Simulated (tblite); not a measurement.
# IPEA1-xTB (GBe ε = 78.4, born kernel p16, electronic temperature 50 K) run of GeSiH6 (SMILES [H][Si]([H])([H])[GeH3])

Aim: the charge distribution of GeSiH6. 

The results are computed with tblite 0.8.0.

5 further runs of the same task are left out: 1 that didn't finish, 4 set aside as unsound or not needed.

## 1. Starting point

GeSiH6: 8 atoms, total charge 0, spin state singlet. SMILES: `[H][Si]([H])([H])[GeH3]`. The shape comes from GFN2-xTB, which is rough for such elements, and wasn't checked as a minimum.

Bond lengths: Si1–Ge2 2.330 Å, Ge2–H3 1.501 Å, Ge2–H4 1.501 Å, Ge2–H5 1.501 Å, Si1–H6 1.463 Å, Si1–H7 1.463 Å, Si1–H8 1.463 Å. Some angles: Si1–Ge2–H3 115.6°, Si1–Ge2–H4 115.4°, Si1–Ge2–H5 115.6°, Ge2–Si1–H6 110.3°, Ge2–Si1–H7 110.4°, Ge2–Si1–H8 110.4°, H3–Ge2–H4 102.9°, H3–Ge2–H5 102.8°, H4–Ge2–H5 102.8°, H6–Si1–H7 108.5°.

## 2. The charge distribution at IPEA1-xTB (GBe ε = 78.4, born kernel p16, electronic temperature 50 K)

The input, job.py:

```python
# IPEA1-xTB single point with population analysis
import json
import numpy as np
from tblite.interface import Calculator
from tblite.interface import symbols_to_numbers

geometry = """
Si    -0.003690     0.007840    -1.216370
Ge     0.002810    -0.006310     1.113860
H      0.789800     1.092840     1.766280
H      0.567890    -1.243620     1.748270
H     -1.343130     0.117350     1.766240
H      1.366670    -0.010910    -1.729100
H     -0.671400     1.209080    -1.717810
H     -0.708940    -1.166280    -1.731380
"""
lines = [l.split() for l in geometry.strip().splitlines()]
symbols = [l[0] for l in lines]
numbers = np.array(symbols_to_numbers(symbols))
positions = np.array([l[1:4] for l in lines], float) / 0.5291772

xtb = Calculator("IPEA1-xTB", numbers, positions, charge=0, uhf=0)
xtb.set("temperature", 50 * 3.166811563e-6)  # kelvin to hartree
xtb.add("gbe-solvation", 78.4, "p16")
xtb.add("bond-orders")
xtb.add("molecular-multipoles")
wfn = xtb.singlepoint()

thr = 0.3
print(f"Total energy: {wfn.get('energy') * 627.5095:.8f} kcal/mol")
eps = np.atleast_2d(wfn.get("orbital-energies")) * 27.211386
occ = np.atleast_2d(wfn.get("orbital-occupations"))
filled = occ.sum(axis=0) if eps.shape[0] == 1 else occ[0]
homo = np.nonzero(filled > 0.5)[0].max()
print("  MO   occupation   energy/eV")
for i in range(max(0, homo - 4), min(eps.shape[1], homo + 5)):
    print(f"{i + 1:4d} {filled[i]:10.4f} {eps[0, i]:12.4f}")
mu = wfn.get("dipole") * 2.541746
print(f"|mu|: {np.linalg.norm(mu):.4f} D, components " + " ".join(f"{c:.4f}" for c in mu))
q = wfn.get("charges")
print("atom     charge    atomic energy/Eh")
for i, (s, e) in enumerate(zip(symbols, wfn.get("energies"))):
    print(f"{s:<2}{i + 1:<3} {q[i]:9.4f} {e:14.6f}")
bo = wfn.get("bond-orders")
bo = bo[..., 0] if bo.ndim == 3 else bo
print("Wiberg-Mayer bond orders above {}:".format(thr))
for i in range(len(symbols)):
    for k in range(i):
        if bo[i, k] > thr:
            print(f"  {symbols[k]}{k + 1}-{symbols[i]}{i + 1}  {bo[i, k]:.3f}")
print("traceless quadrupole (xx xy yy xz yz zz, e bohr^2):", np.round(wfn.get("quadrupole"), 4))
out = {k: np.asarray(wfn.get(k)).tolist() for k in ("energy", "gradient", "charges", "dipole", "orbital-energies", "orbital-occupations", "bond-orders", "energies", "quadrupole")}
out.update(symbols=symbols, positions=(positions * 0.529177210903).tolist())
json.dump(out, open("results.json", "w"))
```

Command:

```sh
python job.py
```

Q: Predict the results. Wanted: total energy; dipole moment; HOMO energy; LUMO energy; HOMO–LUMO gap; largest force on an atom.

Computed results:

At IPEA1-xTB (GBe ε = 78.4, born kernel p16, electronic temperature 50 K):

```
                quantity        value
            total energy  -7.55761 Eh
           dipole moment       2.42 D
             HOMO energy    -13.28 eV
             LUMO energy     -7.49 eV
           HOMO–LUMO gap      5.79 eV
largest force on an atom   0.428 eV/Å
```

What this shows: The largest force is 0.43 eV/Å: the shape isn't a stationary point for this species at this level.
